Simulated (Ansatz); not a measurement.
Consider cell relaxations under several functionals of Al, space group Im-3m (Ansatz 0.2.0 through its Python package).

`lattice.py`
```python
# -*- coding: utf-8 -*-
"""Relaxed cell of Al under several functionals."""

import ansatz
import numpy as np

def edges_and_angles(cell):
    cell = np.asarray(cell)
    a, b, c = np.linalg.norm(cell, axis=1)
    cosines = cell[1] @ cell[2] / (b * c), cell[0] @ cell[2] / (a * c), cell[0] @ cell[1] / (a * b)
    return (a, b, c, *np.degrees(np.arccos(cosines)))

xtal = (
    ansatz.Lattice.of((-1.59122, 1.59122, 1.59122), (1.59122, -1.59122, 1.59122), (1.59122, 1.59122, -1.59122))
    .atom("Al", (0.0, 0.0, 0.0))
)

calc = (
    xtal.calculation()
    .kpoints(mesh=(12, 12, 12))
    .occupations("Marzari-Vanderbilt", width=0.15)
    .scf(tolerance=1e-09)
    .relax(cell=True, force_tolerance=0.005)
)

levels = [("blyp", "d3bj"), ("lda", "none"), ("pbesol", "d3bj")]
print("level            a       b       c    alpha   beta  gamma  V/atom  steps")
for name, dispersion in levels:
    seen = []
    run = calc.functional(name, dispersion=dispersion).session().plan()
    res = run.execute(on_event=lambda e: seen.append(e) if e["event"] == "relax_step" else None)
    cell = res.lattice.cell_ang
    label = name if dispersion == "none" else f"{name}+{dispersion}"
    print("{:13s} {:7.4f} {:7.4f} {:7.4f} {:6.2f} {:6.2f} {:6.2f}".format(label, *edges_and_angles(cell)), f"{abs(np.linalg.det(cell)) / len(res.lattice.sites):7.3f} {len(seen):5d}")
```

Rank the levels of theory by the volume of the relaxed cell.

From smallest to largest: PBEsol+D3BJ (15.89 Å³ an atom, -1.4 % against the start), BLYP+D3BJ (15.96 Å³ an atom, -0.9 % against the start) and LDA (16.21 Å³ an atom, +0.6 % against the start). The spread is 2.0 % in volume.

The output:

Running `python lattice.py` prints:
```text
level            a       b       c    alpha   beta  gamma  V/atom  steps
DeckWarning: basis.ecutwfc = 420 eV, auto-derived from the records' recommended cutoffs: set by Al (normal level)
DeckWarning: relax.cell: scf.convergence.dr2_threshold = 1e-9 eV is looser than the 1e-10 eV advised for a relaxation that steers and ends on the stress (1e-10 eV for each atom of the cell: 1). What an SCF threshold leaves in a stress goes as its square root, [...]
blyp+d3bj      2.7474  2.7474  2.7474 109.47 109.47 109.47  15.965     4
lda            2.7612  2.7612  2.7612 109.47 109.47 109.47  16.205     3
pbesol+d3bj    2.7432  2.7432  2.7432 109.47 109.47 109.47  15.891     3
```
(Warnings from the package without file and line, shortened.)

Notes:
- BLYP and dispersion corrections can be off by several per cent in the lattices of metals, and by several GPa in the pressure at a fixed cell.
- The mesh is modest for a metal, so energies can be off by several to tens of meV an atom and pressures by half a GPa or more; differences at equal mesh fare better.
- Edges and angles are those of the cell as typed, here a primitive one, not of the conventional cell.
- This isn't the structure that Al takes at ambient conditions.
- Finished in 6.1 s on 1 thread of Intel(R) Xeon(R) Processor @ 2.30GHz, on a shared host, peak memory 0.46 GiB.
